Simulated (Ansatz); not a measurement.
# MnS: stress in a strained cell

Aim: deform MnS (equal xy, yz and zx engineering shear strains of +1.5 %) and compute stress, forces and field gradients with LAPW, PAW and all-electron datasets made for the crystal.

Computed with Ansatz 0.2.0 (DFT PBE, scalar-relativistic, unless a step's input says otherwise).

1 further run of the same task is left out (set aside as unsound or not needed).

## 1. The structure to begin with

Symmetry: Fm-3m, No. 225, cubic system. Conventional cell: a = 5.102 Å, b = 5.102 Å, c = 5.102 Å, α = 90.00°, β = 90.00°, γ = 90.00°. Mn (site symmetry m-3m) has 6 S at 2.55 Å as nearest neighbours. S (site symmetry m-3m) is surrounded by 6 Mn at 2.55 Å.

As a file:

```
CELL_PARAMETERS angstrom
0.00000 2.55096 2.55096
2.55096 0.00000 2.55096
2.55096 2.55096 0.00000
ATOMIC_POSITIONS crystal
Mn 0.00000 0.00000 0.00000
S 0.50000 0.50000 0.50000
```

Atoms are numbered in the order of the input: Mn1, S2.

## 2. After the deformation

Space group Fm-3m before, R-3m after.

## 3. LAPW, all electrons

Input file input.yaml:

```yaml
crystal:
  lattice:
    - [0.0382644225, 2.5700937138, 2.5700937138]
    - [2.5700937138, 0.0382644225, 2.5700937138]
    - [2.5700937138, 2.5700937138, 0.0382644225]
  atoms:
    - { symbol: Mn, position: [0.0, 0.0, 0.0], spin: 4.0 }
    - { symbol: S, position: [0.5, 0.5, 0.5] }
magnetization:
  spin_polarized: true
kpoints:
  mp_grid: { grid: [16, 16, 16] }
scf:
  occupations: { method: fermi_dirac, width: 0.08 }
hamiltonian:
  xc: pbe
  pseudopotentials: { kind: all_electron, lapw: { basis_error: 0.0005 } }
output:
  forces: true
  stress: true
  eigenvalues: true
```

## 4. Frozen-core PAW

input.yaml, as its differences from that of step 3:

```diff
@@ -16,3 +16,3 @@
   xc: pbe
-  pseudopotentials: { kind: all_electron, lapw: { basis_error: 0.0005 } }
+  pseudopotentials: { kind: paw }
 output:
@@ -21 +21,2 @@
   eigenvalues: true
+  efg: { contact_densities: true }
```

## 5. Datasets made for this crystal

input.yaml, as its differences from that of step 4:

```diff
@@ -16,3 +16,3 @@
   xc: pbe
-  pseudopotentials: { kind: paw }
+  pseudopotentials: { kind: all_electron, datasets: crystal }
 output:
```

(Steps that only read results are left out.)

Before running it: what results should come out? Wanted: pressure; largest shear or deviatoric stress.

As calculated:

| quantity | value |
| --- | --- |
| pressure | LAPW 0.01, PAW -0.03, crystal datasets 0.00 GPa |
| largest shear or deviatoric stress (LAPW) | 0.58 GPa |

In words: The largest part of the stress beyond the pressure is 0.58 GPa in size; the atoms are carried along and not relaxed. No run of the undeformed cell stands beside it, so the pressure holds what the given cell had before the change. PAW: stress within 0.04 GPa of LAPW. Crystal datasets: stress within 0.01 GPa of LAPW. Other magnetic orders may lie lower; this is the state that the run reached. With one magnetic atom in the cell only ferromagnetic order fits; the real order can differ.
